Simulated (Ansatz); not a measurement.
## InAg, space group Pm-3m: a comparison of functionals at one structure, step by step

Computed with Ansatz 0.2.0 through its Python package.

Typed at the interpreter:
```pycon
>>> import warnings
>>> import ansatz as az
>>> SETTINGS = {
...     'ecut': 530,
...     'kmesh': (9, 9, 9),
...     'occupations': 'Gaussian',
...     'sigma': 0.1,
... }
>>> warnings.simplefilter('ignore', az.DeckWarning)
>>> lattice = az.Lattice.of(
...     (3.46479, 0.0, 0.0),
...     (0.0, 3.46479, 0.0),
...     (0.0, 0.0, 3.46479),
... )
>>> sites = [
...     ('In', (0.5, 0.5, 0.5)),
...     ('Ag', (0.0, 0.0, 0.0)),
... ]
>>> crystal = az.Crystal(lattice=lattice)
>>> for symbol, position in sites:
...     crystal = crystal.atom(symbol, position)
...
>>> [site.symbol for site in crystal.resolved().sites]
['In', 'Ag']
>>> calculation = (
...     crystal.calculation()
...     .basis(SETTINGS['ecut'])
...     .kpoints(mesh=SETTINGS['kmesh'])
...     .occupations(SETTINGS['occupations'], width=SETTINGS['sigma'])
...     .stress()
... )
>>> rows = []
>>> for value in ['r2scan', 'lda', 'pbesol']:
...     r = calculation.functional(value).run().report
...     rows.append((value, r['free_energy_ev'] / len(r['lattice']['sites']), r['n_iterations'], sum(r['stress_gpa'][i][i] for i in range(3)) / 3, r['n_kpoints']))
...
>>> print('  functional   F/atom (eV)    iterations       P (GPa)      k-points')
  functional   F/atom (eV)    iterations       P (GPa)      k-points
>>> for row in rows:
...     print(f'{str(row[0]):>12s}  {row[1]:12.5f}  {row[2]:12d}  {row[3]:12.3f}  {row[4]:12d}')
...
      r2scan   -6607.82976             7        -0.138            35
         lda   -6457.59214             6        -5.104            35
      pbesol   -6523.78856             6        -2.314            35
```

From lowest to highest: LDA (-5.1 GPa), PBEsol (-2.3 GPa) and r2SCAN (-0.1 GPa). At a fixed cell a lower pressure usually means a smaller equilibrium volume, so LDA prefers the smallest cell and r2SCAN the largest.

Notes:
- The mesh is modest for a metal, so energies can be off by several to tens of meV an atom and pressures by half a GPa or more; differences at equal mesh fare better.
- Pressure is positive in compression.
- This cell is a computed structure, which may not be the phase found in nature.
- Total energies of different functionals can't be compared; pressures, moments and gaps at this one structure can.
- The whole script took 9.3 s on 1 thread of Arm Neoverse V2 (shared host), peak memory 0.47 GiB.
